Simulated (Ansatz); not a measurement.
**CaIrN2 under changes of volume**

One of the cells (11.794 Å³/atom); the others are scaled copies at fixed shape and fractional positions:

```
CELL_PARAMETERS angstrom
1.64885 0.95196 5.00940
-1.64885 0.95196 5.00940
0.00000 -1.90393 5.00940
ATOMIC_POSITIONS crystal
Ir 0.50000 0.50000 0.50000
Ca 0.00000 0.00000 0.00000
N 0.23088 0.23088 0.23088
N 0.76912 0.76912 0.76912
```

The cell comes from a database or a generator and needn't be the stable form of this composition.

```yaml
Program: Ansatz 0.2.0
Functional: PBE
Potentials_or_basis: Ansatz PAW
Cutoff: "420 eV (not typed: the program's choice for these potentials)"
k_mesh: 9 × 9 × 9
Occupations: fermi-dirac, width 0.05 eV
Spin: no spin polarisation
```

```tsv
volume (Å³/atom)	energy over the lowest point (meV/atom)	pressure (GPa)	largest force (eV/Å)
11.087	23.27	13.0	0.325
11.323	8.26	7.6	0.185
11.559	?	?	?
11.794	0.00	-1.6	0.057
12.030	5.24	-5.4	0.162
12.266	15.83	-8.8	0.257
12.502	31.19	-11.9	0.343
```

Question: What does the run at 11.559 Å³/atom give?

Answer: Energy over the lowest point 0.79 meV/atom; pressure 2.8 GPa; largest force 0.058 eV/Å.

Worked out: A Birch-Murnaghan fit of order 3 (a polynomial in V^(-2/3)) to the other rows has its minimum at 11.70 Å³/atom with B0 = V·E''(V) = 211 GPa and B' = 4.6 at fixed shape and positions, which overstates the stiffness. It gives 0.77 meV/atom at 11.559 Å³/atom, against the run's 0.79, and -dE/dV = 2.7 GPa, against 2.8.

Energies are extrapolated to zero smearing.
